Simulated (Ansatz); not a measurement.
Crystal: Cr2O3 (Eskolaite).

```
Cr O
1.0
     2.47850    1.43096    4.53077
    -2.47850    1.43096    4.53077
     0.00000   -2.86193    4.53077
Cr O
4 6
Direct
  0.34748 0.34748 0.34748
  0.15252 0.15252 0.15252
  0.65252 0.65252 0.65252
  0.84748 0.84748 0.84748
  0.55580 0.25000 0.94420
  0.25000 0.94420 0.55580
  0.94420 0.55580 0.25000
  0.44420 0.75000 0.05580
  0.75000 0.05580 0.44420
  0.05580 0.44420 0.75000
```

Alike in all runs: program Ansatz 0.2.0; functional PBEsol; potentials or basis Ansatz PAW; cutoff 420 eV (not typed: the program's choice for these potentials); k mesh 7 × 7 × 7; occupations fermi-dirac, width 0.05 eV.

The same cell was started in several ways:

```tsv
start	free energy over the lowest (meV/atom)	net moment (μB)	site or absolute moments (μB)	gap
no spin polarisation	329.5	-	-	none (metal or under the smearing width)
collinear spin, random start of up to 2.25 μB	0.0	0.00	Cr +2.20, -2.20; O +0.00	0.98 eV
collinear spin, ferromagnetic start of up to 4.5 μB	6.7	12.00	Cr +2.41; O +0.01	0.40 eV
collinear spin, antiferromagnetic start of up to 3 μB	0.0	0.00	Cr +2.20, -2.20; O -0.00	0.98 eV
collinear spin, ferrimagnetic start of up to 3 μB	0.0	0.00	Cr +2.20, -2.20; O -0.00	0.98 eV
collinear spin, ferromagnetic start of up to 3 μB	6.7	12.00	Cr +2.41; O +0.01	0.40 eV
```

The spin-polarised runs without a constraint all converged, yet they end up to 7 meV/atom apart: a converged run can sit in a state that isn't the lowest. Allowing spin polarisation gains 330 meV/atom. A still lower state may exist.

Caveats: the magnetic or orbital state may not be the lowest (some runs); odd divisions of the mesh miss points on the zone boundary, where band edges often lie, so the gap on the mesh can be too wide (some runs); semilocal functionals often make such compounds metallic where correlation or magnetic order opens a gap, which also shifts bond lengths (some runs); forces of over 1 eV/Å show positions far from the minimum, so gaps and moduli don't describe the material at rest (some runs).
